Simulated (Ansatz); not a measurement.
# InNH2Cl (SMILES [NH2][In][Cl]) at U-r2SCAN0/def2-SVP (core potential)

Aim: the energy change on altering one bond length of InNH2Cl at U-r2SCAN0/def2-SVP (core potential), from 2 runs. 

The results are computed with Ansatz 0.2.0.

58 further runs of the same task are left out: 58 set aside as unsound or not needed.

### 1 The system as given

InNH2Cl: 5 atoms, total charge 0, spin state doublet. SMILES: `[NH2][In][Cl]`. Geometry: relaxed at PBE0-D4/def2-TZVP. This is one conformer, not always the lowest.

Bond lengths: N1–In2 2.072 Å, In2–Cl3 2.369 Å, N1–H4 1.015 Å, N1–H5 1.017 Å. Angles: N1–In2–Cl3 113.1°, In2–N1–H4 113.0°, In2–N1–H5 110.3°, H4–N1–H5 107.4°.

### 2 The energy at U-r2SCAN0/def2-SVP (core potential)

The input, input.yaml:

```yaml
crystal:
  periodic: [false, false, false]
  atoms:
    - {symbol: "N", position_ang: [-0.142600, 0.808600, -0.493900]}
    - {symbol: In, position_ang: [-0.411600, -1.217800, -0.153300]}
    - {symbol: Cl, position_ang: [1.391500, -2.211500, 1.018700]}
    - {symbol: H, position_ang: [-0.999700, 1.283800, -0.756700]}
    - {symbol: H, position_ang: [0.212300, 1.263200, 0.343800]}
basis:
  gaussian:
    orbitals: def2-SVP
output: {orbitals: {seedname: orbitals}}
magnetization:
  spin_polarized: true
  initial_magnetization: 1
accuracy: high
hamiltonian:
  xc: {name: r2SCAN0}
```

Started as:

```
ansatz run input.yaml --threads 1 --pin off --max-ram 2610MiB --events-out events.jsonl --progress --plain --runs-dir runs
```

Output:

```text
Warning: RAYON_NUM_THREADS=1 ignored (pool sized by the plan → 1); use --threads N
Functional definition: r2SCAN0
  name "r2SCAN0"
  parameter a = 0.25
  parameter k0 = 0.174
  parameter k1 = 0.065
  parameter a1 = 4.9479
  exchange = (1 - a)*r2scan_x(k0 = k0, k1 = k1, a1 = a1) + a*exact_x
  correlation = r2scan_c
1544 factors; integrals over basis functions are off by at most 3.3e-9 eV
mean field evaluation 1: about -19207.0869 eV, gradient 3.8e1 eV
mean field evaluation 2: about -19172.5903 eV, gradient 7.7e1 eV
mean field evaluation 4: about -19213.6487 eV, gradient 5.3e0 eV
mean field evaluation 8: about -19213.9027 eV, gradient 3.4e-1 eV
mean field evaluation 16: about -19213.9050 eV, gradient 2.0e-3 eV
mean field -19213.90503276 eV, -706.0979863012 hartree, gradient 9.9e-8 eV, S^2 0.761551; 0 other end points of the search recorded, 0 dependent functions left out
reference -19213.90503728 eV, -706.0979864673 hartree; 24, 23 occupied and 44, 45 virtual orbitals, 1544 factors
Total energy: -19213.90503728 eV, -706.0979864673 hartree
```

Run time: 29 s. Hardware: 1 thread of Arm Neoverse V1, shared host; peak memory 0.41 GiB.

### 3 The distorted shape, same level

The input, job.yaml:

```yaml
crystal:
  periodic: [false, false, false]
  atoms:
    - symbol: N
      position_ang: [-1.044142, 1.305446, -1.079895]
    - symbol: In
      position_ang: [-1.313142, -0.720954, -0.739295]
    - symbol: Cl
      position_ang: [1.391500, -2.211500, 1.018700]
    - symbol: H
      position_ang: [-1.901242, 1.780646, -1.342695]
    - symbol: H
      position_ang: [-0.689242, 1.760046, -0.242195]
basis:
  gaussian: {orbitals: def2-SVP}
magnetization: {spin_polarized: true, initial_magnetization: 1}
accuracy: high
hamiltonian: {xc: {name: r2SCAN0}}
output: {orbitals: {seedname: orbitals}}
```

Started as:

```
ansatz run job.yaml --threads 1 --pin off --max-ram 2610MiB --events-out events.jsonl --progress --plain --runs-dir runs
```

Output, cut to the lines that bear on the results:

```text
Warning: RAYON_NUM_THREADS=1 ignored (pool sized by the plan → 1); use --threads N
[... 8 set-up lines as earlier in the session ...]
1503 factors; integrals over basis functions are off by at most 6.5e-9 eV
mean field evaluation 1: about -19203.7260 eV, gradient 3.9e1 eV
mean field evaluation 2: about -19149.0260 eV, gradient 9.2e1 eV
mean field evaluation 4: about -19206.9350 eV, gradient 2.4e1 eV
mean field evaluation 8: about -19211.9212 eV, gradient 4.4e-1 eV
mean field evaluation 16: about -19212.0157 eV, gradient 2.8e-1 eV
mean field evaluation 32: about -19212.0191 eV, gradient 1.0e-3 eV
mean field evaluation 64: about -19211.8865 eV, gradient 1.2e0 eV
mean field -19212.01909277 eV, -706.0286792851 hartree, gradient 6.9e-8 eV, S^2 0.785022; 4 other end points of the search recorded, 0 dependent functions left out
reference -19212.01909705 eV, -706.0286794421 hartree; 24, 23 occupied and 44, 45 virtual orbitals, 1503 factors
Total energy: -19212.01909705 eV, -706.0286794421 hartree
```

It took 47 s on 1 thread of Arm Neoverse V1, shared host; peak memory 0.41 GiB.

### 4 Results

Level: U-r2SCAN0/def2-SVP (core potential).

| quantity | value |
| --- | --- |
| first shape: total energy | -706.09799 Eh |
| first shape: HOMO energy (highest over α and β) | -6.60 eV |
| first shape: LUMO energy (lowest over α and β) | -3.31 eV |
| first shape: ⟨S²⟩ | 0.762 |
| distorted shape: total energy | -706.02868 Eh |
| distorted shape: HOMO energy (highest over α and β) | -6.80 eV |
| distorted shape: LUMO energy (lowest over α and β) | -4.71 eV |
| distorted shape: ⟨S²⟩ | 0.785 |
| energy change with the In2–Cl3 bond stretched from 2.369 to 3.553 Å | 1.886 eV |

With the In2–Cl3 bond stretched from 2.369 to 3.553 Å the energy rises by 1.89 eV (182 kJ/mol). The first shape isn't relaxed at this level, so the change isn't measured from a minimum.
